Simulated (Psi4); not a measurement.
# CH3BNO− (SMILES N#C[BH2-]O) at OMP2/6-311+G(d,p) (density fitting for correlation)

What is the energy change on altering one bond length of CH3BNO− at OMP2/6-311+G** (density fitting for correlation)? The job is set up through an ASE script.

The calculation is run with Psi4 1.11.

4 further runs of the same task are left out: 4 that didn't finish.

## Step 1: Starting point

CH3BNO− has 7 atoms, charge -1, and is taken as a singlet. SMILES: `N#C[BH2-]O`. The shape is that of a GFN2-xTB optimisation. This is one conformer, not always the lowest.

Bond lengths: N1–C2 1.157 Å, C2–B3 1.576 Å, B3–O4 1.510 Å, B3–H5 1.238 Å, B3–H6 1.214 Å, O4–H7 0.957 Å. Angles: N1–C2–B3 177.9°, C2–B3–O4 110.5°, C2–B3–H5 106.5°, C2–B3–H6 109.3°, O4–B3–H5 111.4°, O4–B3–H6 108.2°, B3–O4–H7 106.7°, H5–B3–H6 110.9°.

## Step 2: A single-point energy at OMP2/6-311+G(d,p) (density fitting for correlation)

File ch3bno.xyz:

```xyz
7
CH3BNO
N      0.256130    -1.968150     1.239910
C      0.258440    -0.932640     0.722890
B      0.263230     0.451130    -0.031790
O     -1.104220     0.748470    -0.598100
H      1.113140     0.360450    -0.927870
H      0.550850     1.334010     0.750100
H     -1.337570     0.006720    -1.155130
```

File ch3bno_ase.py:

```python
import numpy as np
from ase.calculators.psi4 import Psi4
from ase.io import read

atoms = read('ch3bno.xyz')
calc = Psi4(atoms=atoms, method='omp2', basis='6-311+G**', memory='1600MB', num_threads=1, charge=-1, multiplicity=1, label='psi4-calc')
calc.psi4.set_options({'puream': True, 'e_convergence': 1e-09, 'd_convergence': 1e-08, 'scf_type': 'pk', 'num_frozen_docc': 4})
atoms.calc = calc

print(f'energy: {atoms.get_potential_energy():.6f} eV')
```

On the command line:

```bash
$ python ch3bno_ase.py
```

psi4-calc.dat:

```text
[...]
  Running in c1 symmetry.
[...]
  Nuclear repulsion =   90.208998961414338
[...]
  Multiplicity = 1
[...]
  Nalpha       = 15
  Nbeta        = 15
[...]
    Number of basis functions: 106
[...]
   @RHF iter   1:  -193.57091616305084   -1.43084e+00   5.39380e-03 ADIIS/DIIS
[...]
   @RHF iter  13:  -193.72979869194347   -3.95062e-12   3.76949e-09 DIIS
[...]
    Orbital Energies [Eh]
    ---------------------
    Doubly Occupied:
       1A    -20.338771     2A    -15.368283     3A    -11.055507
       4A     -7.389773     5A     -1.114549     6A     -1.019689
       7A     -0.588005     8A     -0.470390     9A     -0.389577
      10A     -0.353154    11A     -0.343454    12A     -0.299135
      13A     -0.267286    14A     -0.259674    15A     -0.211530
[...]
  @RHF Final Energy:  -193.72979869194347
   => Energetics <=
    Nuclear Repulsion Energy =             90.2089989614143377
    One-Electron Energy =                -448.9400427960416664
    Two-Electron Energy =                 165.0012451426838425
    Total Energy =                       -193.7297986919434720
[...]
 Multipole Moments:
 ------------------------------------------------------------------------------------
     Multipole            Electronic (a.u.)      Nuclear  (a.u.)        Total (a.u.)
 ------------------------------------------------------------------------------------
 L = 1.  Multiply by 2.5417464519 to convert [e a0] to [Debye]
 Dipole X            :         -0.6580465            0.3061906           -0.3518558
 Dipole Y            :         -2.1401542            1.8413364           -0.2988179
 Dipole Z            :          1.2772145           -1.7164338           -0.4392193
 Magnitude           :                                                    0.6371878
[...]
	Warning: cc_lambda option is changed to TRUE
	For this residual convergence, default PCG convergence is:     1.00e-07
[...]
	DF-MP2 Total Energy (a.u.)         :  -194.34843458991293
[...]
	DF-MP2 Total Energy (a.u.)         :  -194.35997542203526
[...]
	DF-OMP2 Total Energy (a.u.)        :  -194.35997542203594
[...]
```

The script printed:

```text
energy: -5288.804319 eV
```

Wall time 33 s (1 thread of Intel Xeon Platinum 8488C (Sapphire Rapids), shared host); peak memory 0.44 GiB.

## Step 3: The distorted shape, same level

File ch3bno_ase.py:

```python
import numpy as np
from ase.calculators.psi4 import Psi4
from ase import Atoms

a = Atoms(['N', 'C', 'B', 'O', 'H', 'H', 'H'], positions=[
    [0.112308, -2.409626, 0.848933],
    [0.114618, -1.374116, 0.331913],
    [0.119408, 0.009654, -0.422767],
    [-1.248042, 0.306994, -0.989077],
    [0.969318, -0.081026, -1.318847],
    [0.550850, 1.334010, 0.750100],
    [-1.481392, -0.434756, -1.546107],
])
calc = Psi4(atoms=a, method='omp2', basis='6-311+G**', memory='1600MB', num_threads=1, charge=-1, multiplicity=1, label='psi4-calc')
calc.psi4.set_options({'puream': True, 'e_convergence': 1e-09, 'd_convergence': 1e-08, 'scf_type': 'pk', 'num_frozen_docc': 4})
a.calc = calc

print(f'energy: {a.get_potential_energy():.6f} eV')
```

On the command line:

```bash
$ python ch3bno_ase.py
```

psi4-calc.dat:

```text
[...]
  Running in c1 symmetry.
[...]
  Nuclear repulsion =   88.686223453118700
[...]
  Multiplicity = 1
[...]
  Nalpha       = 15
  Nbeta        = 15
[...]
    Number of basis functions: 106
[...]
   @RHF iter   1:  -193.49738268817083   -1.52555e+00   5.48023e-03 DIIS/ADIIS
[...]
   @RHF iter  13:  -193.67473864524811   -1.17382e-11   8.06910e-09 DIIS
[...]
    Orbital Energies [Eh]
    ---------------------
    Doubly Occupied:
       1A    -20.363744     2A    -15.388931     3A    -11.076059
       4A     -7.467967     5A     -1.139548     6A     -1.037841
       7A     -0.601839     8A     -0.489980     9A     -0.410151
      10A     -0.376826    11A     -0.356950    12A     -0.305033
      13A     -0.286228    14A     -0.259598    15A     -0.174794
[...]
  @RHF Final Energy:  -193.67473864524811
   => Energetics <=
    Nuclear Repulsion Energy =             88.6862234531186999
    One-Electron Energy =                -445.2509475694884031
    Two-Electron Energy =                 162.8899854711215767
    Total Energy =                       -193.6747386452481123
[...]
 Multipole Moments:
 ------------------------------------------------------------------------------------
     Multipole            Electronic (a.u.)      Nuclear  (a.u.)        Total (a.u.)
 ------------------------------------------------------------------------------------
 L = 1.  Multiply by 2.5417464519 to convert [e a0] to [Debye]
 Dipole X            :         -1.0279223            0.4362060           -0.5917163
 Dipole Y            :         -3.2946879            2.2404315           -1.0542564
 Dipole Z            :          0.3830214           -1.3629898           -0.9799684
 Magnitude           :                                                    1.5562528
[...]
	Warning: cc_lambda option is changed to TRUE
	For this residual convergence, default PCG convergence is:     1.00e-07
[...]
	DF-MP2 Total Energy (a.u.)         :  -194.29256504792446
[...]
	DF-MP2 Total Energy (a.u.)         :  -194.30472171497775
[...]
	DF-OMP2 Total Energy (a.u.)        :  -194.30472171497081
[...]
```

The script printed:

```text
energy: -5287.300789 eV
```

Wall time 30 s (1 thread of Intel Xeon Platinum 8488C (Sapphire Rapids), shared host); peak memory 0.44 GiB.

## Step 4: Results

At OMP2/6-311+G** (density fitting for correlation), 4 core orbitals frozen:

```
                                                              quantity          value
                                             first shape: total energy  -194.35998 Eh
                      first shape: HOMO energy (Hartree–Fock orbitals)       -5.76 eV
                      first shape: LUMO energy (Hartree–Fock orbitals)        4.92 eV
    first shape: HOMO–LUMO gap (to an unbound level, set by the basis)       10.68 eV
              first shape: correlation energy (4 core orbitals frozen)     -630.2 mEh
                                         distorted shape: total energy  -194.30472 Eh
                  distorted shape: HOMO energy (Hartree–Fock orbitals)       -4.76 eV
                  distorted shape: LUMO energy (Hartree–Fock orbitals)        4.78 eV
distorted shape: HOMO–LUMO gap (to an unbound level, set by the basis)        9.53 eV
          distorted shape: correlation energy (4 core orbitals frozen)     -630.0 mEh
     energy change with the B3–H6 bond stretched from 1.214 to 1.821 Å       1.504 eV
```

What this shows: With the B3–H6 bond stretched from 1.214 to 1.821 Å the energy rises by 1.50 eV (145 kJ/mol). The first shape isn't relaxed at this level, so the change isn't measured from a minimum.
